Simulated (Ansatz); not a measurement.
# CH7AlSeSi: one species, many methods

An exercise on one series of results from a longer session: the logs are not shown, and one member is left open.

Program: Ansatz 0.2.0, Gaussian basis. Level of theory: functionals in def2-TZVPP, the program's frozen cores in correlated methods. These are calculated values, not measurements.

Plan: LDA (SPW92), PBE-D4, revPBE-D4, BLYP-D4, r2SCAN-D4, B97M-V, PBE0-D4, B3LYP-D4, r2SCANh-D4, r2SCAN0-D4, HSE06-D4, BHLYP-D4, CAM-B3LYP-D4, LC-ωPBE, ωB97X-V, ωB97M-V, B2PLYP, PBE-QIDH; CCSD(T)/def2-SVP; CCSD(T)/def2-TZVPP; MP2/def2-QZVPP; extrapolation to the limit; RPA on PBE.

## The relaxed structure

An earlier PBE0-D4 in a triple-zeta def2 set relaxation fixed the geometry.

SMILES `[AlH2][CH2][SiH2][SeH]`, 11 atoms, charge 0, spin multiplicity 1.

Atoms are counted from 1 here; the program's logs count them from 0.

Bond lengths: Al1–C2 2.010 Å, Al1–H5 1.590 Å, Al1–H6 1.592 Å, C2–Si3 1.830 Å, C2–H7 1.092 Å, C2–H8 1.093 Å, Si3–Se4 2.363 Å, Si3–H9 1.486 Å, Si3–H10 1.483 Å, Se4–H11 1.471 Å. Angles: C2–Al1–H5 118.0°, C2–Al1–H6 115.8°, H5–Al1–H6 122.0°, Al1–C2–Si3 97.9°, Al1–C2–H7 114.6°, Al1–C2–H8 110.3°, Si3–C2–H7 112.7°, Si3–C2–H8 111.5°, H7–C2–H8 109.4°, C2–Si3–Se4 101.7°, C2–Si3–H9 120.3°, C2–Si3–H10 114.5°, Se4–Si3–H9 106.1°, Se4–Si3–H10 101.5°, H9–Si3–H10 110.1°, Si3–Se4–H11 92.7°.

The first run:

in.yaml reads:

```yaml
crystal:
  periodic: [false, false, false]
  atoms:
    - {symbol: Al, position_ang: [-1.202645, 0.999637, -0.045444]}
    - {symbol: C, position_ang: [0.647910, 0.660990, -0.752596]}
    - {symbol: Si, position_ang: [1.120426, -0.674300, 0.406877]}
    - {symbol: Se, position_ang: [-0.988503, -1.396619, 1.191023]}
    - {symbol: H, position_ang: [-2.429905, 0.801617, -1.037368]}
    - {symbol: H, position_ang: [-1.293346, 1.951230, 1.227581]}
    - {symbol: H, position_ang: [1.319264, 1.520919, -0.701812]}
    - {symbol: H, position_ang: [0.599127, 0.299289, -1.783292]}
    - {symbol: H, position_ang: [1.812921, -1.890389, -0.092411]}
    - {symbol: H, position_ang: [1.757893, -0.203094, 1.660507]}
    - {symbol: H, position_ang: [-1.277741, -2.126278, -0.052562]}
basis:
  gaussian: {orbitals: def2-TZVPP}
hamiltonian: {xc: lda}
output: {orbitals: {seedname: orbitals}}
```

Among the steps run: LDA; PBE-D4 (GGA); revPBE-D4 (GGA); BLYP-D4 (GGA); r2SCAN-D4 (meta-GGA); B97M-V (meta-GGA); PBE0-D4 (hybrid); B3LYP-D4 (hybrid); r2SCANh-D4 (hybrid); r2SCAN0-D4 (hybrid); HSE06-D4 (hybrid); BHLYP-D4 (hybrid); CAM-B3LYP-D4 (range-separated); LC-ωPBE (range-separated); ωB97X-V (range-separated); ωB97M-V (range-separated); B2PLYP (double hybrid); PBE-QIDH (double hybrid).

One of the session's tables, all rows but one given; the rest of the session is left out.

It belongs to the step «Frontier levels by functional». 

| functional | HOMO (eV) | gap (eV) |
| --- | --- | --- |
| LDA (SPW92) | -6.46 | 4.86 |
| PBE-D4 | -6.36 | 4.96 |
| revPBE-D4 | -6.31 | 5.00 |
| BLYP-D4 | -6.22 | 4.90 |
| r2SCAN-D4 | -6.62 | 5.52 |
| B97M-V | -6.75 | 5.46 |
| PBE0-D4 | -7.53 | 6.99 |
| B3LYP-D4 | -7.32 | 6.53 |
| r2SCANh-D4 | -7.06 | 6.26 |
| r2SCAN0-D4 | ? | ? |
| HSE06-D4 | -7.14 | 6.22 |
| BHLYP-D4 | -8.61 | 8.89 |
| CAM-B3LYP-D4 | -8.84 | 9.25 |
| LC-ωPBE | -10.19 | 11.74 |
| ωB97X-V | -9.84 | 11.25 |
| ωB97M-V | -9.68 | 10.78 |

Q: Estimate the row for r2SCAN0-D4 from the others.

Worked estimate for «HOMO (eV)». Against the share of exact exchange, r2SCAN-D4 (0, -6.62), r2SCANh-D4 (0.1, -7.06) give a slope of -4.40 per unit share; at 0.25 the line stands at -7.72.

As computed: HOMO (eV): -7.71; gap (eV): 7.36. In «HOMO (eV)» the line misses by -0.01.
